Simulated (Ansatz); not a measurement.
# CH8SiSn: taking an electron away

One table from this session's results is given with a row withheld; the runs are named, their logs left out.

Program: Ansatz 0.2.0, Gaussian basis. Level of theory: unrestricted cation, the program's frozen cores in correlated methods. These are calculated values, not measurements.

Plan: UKS PBE-D4/def2-TZVPP; UKS r2SCAN-D4/def2-TZVPP; UKS PBE0-D4/def2-TZVPP; UKS B3LYP-D4/def2-TZVPP; UKS wB97X-V/def2-TZVPP; UKS wB97M-V/def2-TZVPP; UKS B2PLYP/def2-TZVPP; UHF-CCSD(T)/def2-TZVPP; UHF-MP2/def2-QZVPP; extrapolation to the limit; then −ε(HOMO) from the neutral's earlier runs with LDA (SPW92), PBE-D4, revPBE-D4, BLYP-D4, r2SCAN-D4, B97M-V, PBE0-D4, B3LYP-D4, r2SCANh-D4, r2SCAN0-D4, HSE06-D4, BHLYP-D4, CAM-B3LYP-D4, LC-ωPBE, ωB97X-V, ωB97M-V.

## The geometry

An earlier PBE0-D4 in a triple-zeta def2 set relaxation fixed the geometry. Sn takes the def2 core potential; no spin-orbit term is included.

SMILES `[CH3][SnH2][SiH3]`, 11 atoms, charge 0, spin multiplicity 1.

Atoms are counted from 1 here; the program's logs count them from 0.

Bond lengths: C1–Sn2 2.145 Å, C1–H4 1.090 Å, C1–H5 1.090 Å, C1–H6 1.090 Å, Sn2–Si3 2.564 Å, Sn2–H7 1.713 Å, Sn2–H8 1.713 Å, Si3–H9 1.488 Å, Si3–H10 1.487 Å, Si3–H11 1.488 Å. Angles: Sn2–C1–H4 109.8°, Sn2–C1–H5 109.9°, Sn2–C1–H6 109.9°, H4–C1–H5 109.1°, H4–C1–H6 109.1°, H5–C1–H6 109.1°, C1–Sn2–Si3 110.9°, C1–Sn2–H7 109.0°, C1–Sn2–H8 109.0°, Si3–Sn2–H7 110.1°, Si3–Sn2–H8 110.1°, H7–Sn2–H8 107.6°, Sn2–Si3–H9 110.2°, Sn2–Si3–H10 111.1°, Sn2–Si3–H11 110.2°, H9–Si3–H10 108.5°, H9–Si3–H11 108.2°, H10–Si3–H11 108.5°.

Geometry (Å):

```
atom    x (Å)    y (Å)    z (Å)
  C1  -1.2895   1.3937  -0.3732
 Sn2  -0.1194  -0.3347  -0.8697
 Si3   1.3433  -1.0474   1.1121
  H4  -1.9011   1.6832  -1.2278
  H5  -1.9409   1.1708   0.4716
  H6  -0.6335   2.2226  -0.1078
  H7  -1.1707  -1.6111  -1.3157
  H8   0.8620   0.0264  -2.2262
  H9   0.4927  -1.3681   2.2903
 H10   2.1547  -2.2478   0.7758
 H11   2.2676   0.0555   1.4914
```

Set-up of the first run:

Input file in.yaml:

```yaml
crystal:
  periodic: [false, false, false]
  atoms:
    - {symbol: C, position_ang: [-1.289466, 1.393698, -0.373222]}
    - {symbol: Sn, position_ang: [-0.119374, -0.334682, -0.869715]}
    - {symbol: Si, position_ang: [1.343349, -1.047415, 1.112112]}
    - {symbol: H, position_ang: [-1.901061, 1.683172, -1.227784]}
    - {symbol: H, position_ang: [-1.940908, 1.170814, 0.471644]}
    - {symbol: H, position_ang: [-0.633464, 2.222603, -0.107832]}
    - {symbol: H, position_ang: [-1.170727, -1.611101, -1.315730]}
    - {symbol: H, position_ang: [0.861995, 0.026379, -2.226236]}
    - {symbol: H, position_ang: [0.492664, -1.368080, 2.290281]}
    - {symbol: H, position_ang: [2.154657, -2.247783, 0.775847]}
    - {symbol: H, position_ang: [2.267638, 0.055492, 1.491436]}
basis:
  gaussian: {orbitals: def2-TZVPP}
total_charge: 1
magnetization: {spin_polarized: true, initial_magnetization: 1}
hamiltonian: {xc: pbe, dispersion: d4}
```

On the command line:

```
$ ansatz run in.yaml --threads 2 --pin off --events-out ev --progress --plain --max-ram 20480MiB --backend cpu
```

Among the steps run: Cation, UKS PBE-D4/def2-TZVPP; Cation, UKS r2SCAN-D4/def2-TZVPP; Cation, UKS PBE0-D4/def2-TZVPP; Cation, UKS B3LYP-D4/def2-TZVPP; Cation, UKS wB97X-V/def2-TZVPP; Cation, UKS wB97M-V/def2-TZVPP; Cation, UKS B2PLYP (frozen core)/def2-TZVPP; Cation, UHF-CCSD(T)/def2-TZVPP; Cation, UHF-MP2/def2-QZVPP.

One table of the session follows, with a row left open; its other results are not shown here.

It belongs to the step «Ionisation energies side by side». For comparison, −ε(HOMO) of the neutral from earlier runs:

```
  functional  −ε(HOMO) (eV)
 LDA (SPW92)           6.78
      PBE-D4           6.67
   revPBE-D4           6.63
     BLYP-D4           6.52
   r2SCAN-D4           6.91
      B97M-V           7.02
     PBE0-D4           7.72
    B3LYP-D4           7.51
  r2SCANh-D4           7.29
  r2SCAN0-D4           7.87
    HSE06-D4           7.33
    BHLYP-D4           8.64
CAM-B3LYP-D4           8.94
     LC-ωPBE          10.23
     ωB97X-V              ?
     ωB97M-V           9.72
```

**Question.** Estimate the row for ωB97X-V.

As computed: −ε(HOMO) (eV): 9.91. In the column «−ε(HOMO) (eV)» it lies between ωB97M-V (9.72) and LC-ωPBE (10.23).
